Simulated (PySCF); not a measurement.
# C2H6ClFGe: electronic excitations and core binding energies

Wanted: the electronic excitations and core binding energies of C2H6ClFGe (`F[C@H](Cl)[CH2][GeH3]`), by calculation.

Programs: PySCF 2.14.0, with density-fitted response routines of our own. Each step states its level of theory. These are calculated values for one molecule in the gas phase, unless marked as measured. Atoms count from 0, in the outputs and in this text.

### Step 1. The starting structure

11 atoms, charge 0, multiplicity 1; geometry from: GFN2-xTB.

Bonds of the start (Å): F0–C1 1.36, C1–Cl2 1.77, C1–C3 1.50, C3–Ge4 1.98, C1–H5 1.10, C3–H6 1.09, C3–H7 1.09, Ge4–H8 1.50, Ge4–H9 1.49, Ge4–H10 1.49.

### Step 2. TDDFT and polarisability: CAM-B3LYP/def2-SVPD

The job: settings as JSON, then the geometry in Å.

```
{"job": {"kind": "uv", "xc": "CAM-B3LYP", "basis": "def2-SVPD", "nstates": 8, "ntriplets": 3}, "charge": 0, "multiplicity": 1}
F     -1.490011     0.540856    -1.258677
C     -1.388248    -0.093715    -0.055749
Cl    -1.400604     1.160552     1.197941
C     -0.085146    -0.840739     0.003450
Ge     1.389765     0.486634     0.003125
H     -2.288930    -0.707736     0.061021
H     -0.061382    -1.459912     0.898618
H     -0.029652    -1.501440    -0.862744
H      2.619140    -0.177031    -0.532766
H      1.051282     1.642695    -0.866916
H      1.689211     0.952507     1.386735
```

Level: TDDFT CAM-B3LYP/def2-SVPD, vertical, gas phase, core orbitals frozen in the response.

Command:

```console
$ OMP_NUM_THREADS=1 python probes_run.py task.json out
```

One launch serves the whole session: the jobs run in the order shown.

Output:

```text
coarse grid: 44224 points
cycle   1  E = -2716.3091169199  dE = -9.872e-02  |g| = 6.818e-01  |ddm| = 3.816e+00
cycle   2  E = -2716.2864172238  dE =  2.270e-02  |g| = 8.158e-01  |ddm| = 1.408e+00
cycle   3  E = -2716.3923949120  dE = -1.060e-01  |g| = 7.037e-02  |ddm| = 7.687e-01
cycle   4  E = -2716.3930895716  dE = -6.947e-04  |g| = 3.222e-02  |ddm| = 9.943e-02
cycle   5  E = -2716.3932566228  dE = -1.671e-04  |g| = 3.644e-03  |ddm| = 3.426e-02
cycle   6  E = -2716.3932602455  dE = -3.623e-06  |g| = 1.285e-03  |ddm| = 8.933e-03
final grid: 91040 points
cycle   7  E = -2716.3932384387  dE = -1.905e-07  |g| = 1.233e-03  |ddm| = 4.270e-03
cycle   8  E = -2716.3932384091  dE =  2.951e-08  |g| = 1.293e-03  |ddm| = 3.077e-03
cycle   9  E = -2716.3932388144  dE = -4.052e-07  |g| = 7.998e-05  |ddm| = 1.602e-03
cycle  10  E = -2716.3932388161  dE = -1.741e-09  |g| = 1.929e-05  |ddm| = 1.417e-04
cycle  11  E = -2716.3932388163  dE = -2.192e-10  |g| = 1.346e-05  |ddm| = 8.581e-05
converged SCF energy = -2716.3932388163

Static polarisability (au): isotropic 68.798, principal 61.018 69.701 75.674

Singlet excitations
state   eV       nm        f      main configurations
  1   7.5241    164.8   0.00031   H->L 0.39, H->L+1 0.21, H->L+2 0.16
  2   7.8367    158.2   0.00198   H-2->L 0.34, H-2->L+1 0.18, H-2->L+2 0.14
  3   8.3112    149.2   0.07057   H-1->L+1 0.44, H-1->L 0.33
  4   8.4344    147.0   0.04269   H->L+1 0.52, H->L 0.26
  5   8.5462    145.1   0.08670   H-1->L 0.43, H-1->L+1 0.42
  6   8.6808    142.8   0.01395   H->L+2 0.25, H-3->L 0.19, H-4->L 0.16
  7   8.8003    140.9   0.01070   H-2->L 0.25, H-2->L+1 0.21, H-3->L 0.14
  8   8.8415    140.2   0.05199   H-2->L+1 0.24, H-3->L 0.22, H-4->L 0.09

Triplet excitations (Tamm-Dancoff, eV): 6.8474 7.1343 7.7450
```

It took 61 s on 1 thread of Arm Neoverse N1, shared host; peak memory 0.76 GiB.

Frontier orbitals and where they lie:

```tsv
orbital	eV	atoms
HOMO−3	-10.99	Ge4 34 %, H10 24 %, H9 13 %
HOMO−2	-10.63	Cl2 62 %, Ge4 11 %, C1 6 %
HOMO−1	-10.44	C3 32 %, Ge4 24 %, Cl2 11 %
HOMO	-10.22	Cl2 54 %, Ge4 13 %, C1 8 %
LUMO	0.92	Ge4 38 %, Cl2 25 %, H10 8 %
LUMO+1	1.06	Cl2 20 %, C3 14 %, C1 13 %
LUMO+2	1.66	Cl2 41 %, Ge4 22 %, C1 10 %
```

With each of the 8 states as a Gaussian band of 0.4 eV half-width at 1/e, the curve within the window shown has maxima at 146 nm (ε 9,200) L/(mol cm). Beyond the last state computed it falls off for lack of states. The curve at chosen wavelengths:

```json
{"nm": "136", "ε (L/mol/cm)": "2056"}
{"nm": "138", "ε (L/mol/cm)": "3666"}
{"nm": "139", "ε (L/mol/cm)": "4604"}
{"nm": "141", "ε (L/mol/cm)": "6530"}
{"nm": "143", "ε (L/mol/cm)": "8159"}
{"nm": "145", "ε (L/mol/cm)": "9074"}
{"nm": "146", "ε (L/mol/cm)": "9174"}
{"nm": "148", "ε (L/mol/cm)": "8631"}
{"nm": "150", "ε (L/mol/cm)": "7279"}
{"nm": "151", "ε (L/mol/cm)": "6421"}
{"nm": "153", "ε (L/mol/cm)": "4622"}
{"nm": "155", "ε (L/mol/cm)": "3016"}
{"nm": "157", "ε (L/mol/cm)": "1800"}
{"nm": "158", "ε (L/mol/cm)": "1351"}
{"nm": "160", "ε (L/mol/cm)": "727"}
{"nm": "162", "ε (L/mol/cm)": "375"}
{"nm": "164", "ε (L/mol/cm)": "191"}
{"nm": "165", "ε (L/mol/cm)": "137"}
{"nm": "167", "ε (L/mol/cm)": "73"}
{"nm": "169", "ε (L/mol/cm)": "40"}
{"nm": "170", "ε (L/mol/cm)": "30"}
{"nm": "172", "ε (L/mol/cm)": "17"}
{"nm": "174", "ε (L/mol/cm)": "10"}
{"nm": "176", "ε (L/mol/cm)": "5"}
{"nm": "177", "ε (L/mol/cm)": "4"}
{"nm": "179", "ε (L/mol/cm)": "2"}
```

Leading natural transition orbitals of singlet state 5: the hole lies on C3 33 %; H8 19 %; Ge4 15 %; the particle on H6, H7, H8 about 17 % each; H10 15 %; H9 9 %.

Leading natural transition orbitals of singlet state 1: the hole lies on Cl2 78 %; the particle on Cl2 48 %; C1 28 %; H5 7 %.

Ground-state properties from the same run:

```tsv
property	computed
dipole moment (D)	2.07
polarisability (Å³)	10.19
HOMO–LUMO gap (eV)	11.15
−ε(HOMO) (eV)	10.22
```

The fields below are evaluated on a grid from the run's orbitals.

Frontier orbitals at CAM-B3LYP/def2-SVPD, with the share of their density that lies nearest to each atom:

```tsv
orbital	energy (eV)	lies on
HOMO	-10.22	Cl2 58 %; H10 12 %; H8 8 %
LUMO	0.92	Cl2 23 %; H10 21 %; H8, H9 about 15 % each
```

ELF in a plane through or near 4 of the atoms.

Ten even steps from '0' (0.00) to '9' (1.00):
```
0000000000000000000000000000
0000000000000000000000000000
0000000000000001221100000000
0000000000000135565410000000
0000000000000257777631000000
0000000001100267887531000000
0000000123420146664310000000
0000001233331013453100000000
0000001212312003544432100000
0000023237632436563899830000
0002599823516868958999960000
0005999984258513755899930000
0005999997345656620156400000
0002799995113799830000000000
0000169851001788730000000000
0000001200000356410000000000
0000000000000011000000000000
0000000000000000000000000000
0000000000000000000000000000
0000000000000000000000000000
```
The map spans 10.2 Å across and 8.5 Å up, centred on the molecule. Atoms in the plane (x, y in Å): C1 (1.4, 0.2), C3 (0.3, -0.8), Ge4 (-1.5, 0.2), H5 (2.4, -0.2).

log10 of the density (e/Å³) in the same plane.

Ten even steps from '0' (-4.0) to '9' (2.2):
```
0000000000000000000000000000
0000000000000111221110000000
0000000001111223333221000000
0000001111222334444322100000
0000012222223344554432100000
0000122333333445555443210000
0001123344444455555543210000
0001234455554445565543211000
0012234566765445666554321000
0012345578975556697665422000
0112345667866666666665432100
0123346666556676655554421000
0112345555555666654443321000
0012344444445566543322210000
0011233333334555443211100000
0001122222223344332110000000
0000011111112222221100000000
0000000000001111110000000000
0000000000000000000000000000
0000000000000000000000000000
```
The map spans 10.2 Å across and 8.5 Å up, centred on the molecule. Atoms in the plane (x, y in Å): C1 (1.4, 0.2), C3 (0.3, -0.8), Ge4 (-1.5, 0.2), H5 (2.4, -0.2).

On the surface of density 0.002 e/bohr³ the electrostatic potential runs, from the 1st to the 99th percentile, from -0.80 V near F0 to 1.33 V near H5.

### Step 3. X-ray photoelectron lines: SCAN, X2C

Settings changed since step 2:

```diff
@@ -1,2 +1,2 @@
-{"job": {"kind": "uv", "xc": "CAM-B3LYP", "basis": "def2-SVPD", "nstates": 8, "ntriplets": 3}, "charge": 0, "multiplicity": 1}
+{"job": {"kind": "xps"}, "charge": 0, "multiplicity": 1}
 F     -1.490011     0.540856    -1.258677
```

Method: delta-SCF UKS SCAN, pcX-2 on the ionised atom, pcseg-1 elsewhere, spin-free X2C.

Output:

```text
ground state, core basis on atom 0 (F), 148 functions
  cycle   1  E = -2735.11027724  |g| = 6.21e-01
  cycle   2  E = -2735.00314974  |g| = 1.04e+00
  cycle   3  E = -2735.17463501  |g| = 1.19e-01
  cycle   4  E = -2735.17710332  |g| = 4.32e-02
  cycle   5  E = -2735.17754901  |g| = 9.85e-03
  cycle   6  E = -2735.17758028  |g| = 2.74e-03
  cycle   7  E = -2735.17758181  |g| = 7.07e-04
  cycle   8  E = -2735.17758222  |g| = 4.07e-04
  E(ground) = -2735.31371371 Eh
hole in F 1s of atom 0
  cycle   1  E = -2708.80934462  |g| = 2.58e+00
  cycle   2  E = -2708.39815547  |g| = 2.31e+00
  cycle   3  E = -2709.51713623  |g| = 6.07e-01
  cycle   4  E = -2709.59468801  |g| = 4.61e-01
  cycle   5  E = -2709.70492714  |g| = 5.00e-02
  cycle   6  E = -2709.70562618  |g| = 3.11e-02
  cycle   7  E = -2709.70615328  |g| = 5.73e-03
  cycle   8  E = -2709.70616525  |g| = 2.06e-03
  cycle   9  E = -2709.70616847  |g| = 4.86e-04
  E(ion) = -2709.84765415 Eh   <S^2> = 0.7573   hole on atom = 1.000   binding energy = 692.967 eV
ground state, core basis on atom 1 (C), 148 functions
  cycle   1  E = -2735.13788599  |g| = 9.58e-02
  cycle   2  E = -2735.13578313  |g| = 1.38e-01
  cycle   3  E = -2735.13874247  |g| = 2.05e-02
  cycle   4  E = -2735.13881472  |g| = 5.02e-03
  cycle   5  E = -2735.13881741  |g| = 1.31e-03
  cycle   6  E = -2735.13882082  |g| = 1.57e-04
  E(ground) = -2735.27316221 Eh
hole in C 1s of atom 1
  cycle   1  E = -2723.74266066  |g| = 1.51e+00
  cycle   2  E = -2718.07012644  |g| = 3.19e+00
  cycle   3  E = -2724.01751576  |g| = 7.37e-01
  cycle   4  E = -2724.21980187  |g| = 5.13e-01
  cycle   5  E = -2724.29606933  |g| = 1.77e-01
  cycle   6  E = -2724.30628534  |g| = 6.14e-02
  cycle   7  E = -2724.30808983  |g| = 1.19e-02
  cycle   8  E = -2724.30817940  |g| = 5.86e-03
  cycle   9  E = -2724.30821018  |g| = 2.29e-03
  cycle  10  E = -2724.30822013  |g| = 1.16e-03
  cycle  11  E = -2724.30822109  |g| = 5.42e-04
  cycle  12  E = -2724.30822178  |g| = 2.54e-04
  E(ion) = -2724.43960222 Eh   <S^2> = 0.7814   hole on atom = 1.000   binding energy = 294.796 eV
ground state, core basis on atom 2 (Cl), 159 functions
  cycle   1  E = -2735.31753096  |g| = 4.86e-01
  cycle   2  E = -2735.31766088  |g| = 4.87e-02
  cycle   3  E = -2735.31757455  |g| = 4.12e-02
  cycle   4  E = -2735.31782666  |g| = 1.07e-02
  cycle   5  E = -2735.31786112  |g| = 2.92e-03
  cycle   6  E = -2735.31786225  |g| = 4.30e-04
  E(ground) = -2735.43787225 Eh
hole in Cl 1s of atom 2
  cycle   1  E = -2630.11109635  |g| = 5.47e+00
  cycle   2  E = -2630.13586456  |g| = 2.32e+00
  cycle   3  E = -2630.76029064  |g| = 1.08e+00
  cycle   4  E = -2631.28834060  |g| = 4.26e-01
  cycle   5  E = -2631.32856226  |g| = 2.62e-01
  cycle   6  E = -2631.35111148  |g| = 3.41e-02
  cycle   7  E = -2631.35141458  |g| = 2.42e-02
  cycle   8  E = -2631.35174650  |g| = 4.59e-03
  cycle   9  E = -2631.35175577  |g| = 1.23e-03
  cycle  10  E = -2631.35175721  |g| = 5.74e-04
  cycle  11  E = -2631.35175728  |g| = 2.92e-04
  E(ion) = -2631.47984491 Eh   <S^2> = 0.7525   hole on atom = 1.000   binding energy = 2828.842 eV
hole in Cl 2p of atom 2
  cycle   1  E = -2727.24651540  |g| = 1.71e+00
  cycle   2  E = -2726.90920250  |g| = 1.46e+00
  cycle   3  E = -2727.58593891  |g| = 4.89e-01
  cycle   4  E = -2727.68965814  |g| = 2.35e-01
  cycle   5  E = -2727.70556410  |g| = 9.18e-02
  cycle   6  E = -2727.70859764  |g| = 2.72e-02
  cycle   7  E = -2727.70894285  |g| = 7.56e-03
  cycle   8  E = -2727.70897360  |g| = 1.75e-03
  cycle   9  E = -2727.70897641  |g| = 2.85e-04
  E(ion) = -2727.83624058 Eh   <S^2> = 0.7521   hole on atom = 1.001   binding energy = 206.851 eV
  2p3/2 = 206.253 eV   2p1/2 = 207.908 eV
ground state, core basis on atom 3 (C), 148 functions
  cycle   1  E = -2735.13327612  |g| = 5.82e-02
  cycle   2  E = -2735.13326660  |g| = 2.06e-02
  cycle   3  E = -2735.13327484  |g| = 2.03e-02
  cycle   4  E = -2735.13337771  |g| = 3.72e-03
  cycle   5  E = -2735.13337901  |g| = 6.26e-04
  cycle   6  E = -2735.13338123  |g| = 1.31e-04
  E(ground) = -2735.26830871 Eh
hole in C 1s of atom 3
  cycle   1  E = -2723.86552728  |g| = 1.51e+00
  cycle   2  E = -2722.99095426  |g| = 1.95e+00
  cycle   3  E = -2724.37768958  |g| = 3.92e-01
  cycle   4  E = -2724.41788709  |g| = 2.60e-01
  cycle   5  E = -2724.44269692  |g| = 6.15e-02
  cycle   6  E = -2724.44397312  |g| = 1.46e-02
  cycle   7  E = -2724.44404696  |g| = 9.56e-03
  cycle   8  E = -2724.44409292  |g| = 2.61e-03
  cycle   9  E = -2724.44409862  |g| = 8.71e-04
  cycle  10  E = -2724.44409880  |g| = 3.31e-04
  E(ion) = -2724.57767833 Eh   <S^2> = 0.7686   hole on atom = 1.000   binding energy = 290.907 eV
```

It took 92 s on 1 thread of Arm Neoverse N1, shared host; peak memory 0.67 GiB.

The holes in one table. −ε is the ground-state orbital energy:

```tsv
hole	stands for	environment	ΔSCF (eV; 2p as the shell's mean)	−ε (eV)	⟨S²⟩
F1s on F0	F0	fluorine on an sp3 carbon	692.97	667.1	0.757
C1s on C1	C1	sp3 CH bonded to Cl and F	294.80	277.7	0.781
Cl1s on Cl2	Cl2	chlorine bonded to C	2828.84	2763.8	0.753
Cl2p on Cl2	Cl2	chlorine bonded to C	206.80	193.6	0.752
C1s on C3	C3	sp3 CH2 bonded to Ge	290.91	274.3	0.769
```

With the spin-orbit splitting: Cl2 2p3/2 206.25, 2p1/2 207.91 eV. The table gives each 2p level as the mean over the whole 2p shell (two parts 2p3/2, one part 2p1/2), which differs a little from the single hole in the log.

### Step 4. What came out

```
                                quantity                        value
    lowest singlet (CAM-B3LYP/def2-SVPD)  7.52 eV (165 nm), f = 0.000
brightest single state of those computed  state 5, 8.55 eV, f = 0.087
                          lowest triplet                      6.85 eV
   surface potential, 1st and 99th percentile           -0.80 V and 1.33 V
        C1s binding energies, SCAN/pcX-2      C1 294.80, C3 290.91 eV
        F1s binding energies, SCAN/pcX-2                 F0 692.97 eV
       Cl1s binding energies, SCAN/pcX-2               Cl2 2828.84 eV
       Cl2p binding energies, SCAN/pcX-2                Cl2 206.80 eV
```

In words: The lowest singlet, at 7.52 eV, is HOMO→LUMO 0.39, HOMO→LUMO+1 0.21 and is dark; of the 8 states computed, the strongest absorption comes from state 5 at 8.55 eV (the last state computed is bright too, and its partners may lie past the list). The lowest triplet lies 0.68 eV below the lowest singlet (triplets in Tamm-Dancoff, singlets in full TDDFT). C1 (sp3 CH bonded to Cl and F) binds its C1s electron 3.89 eV more tightly than C3 (sp3 CH2 bonded to Ge).
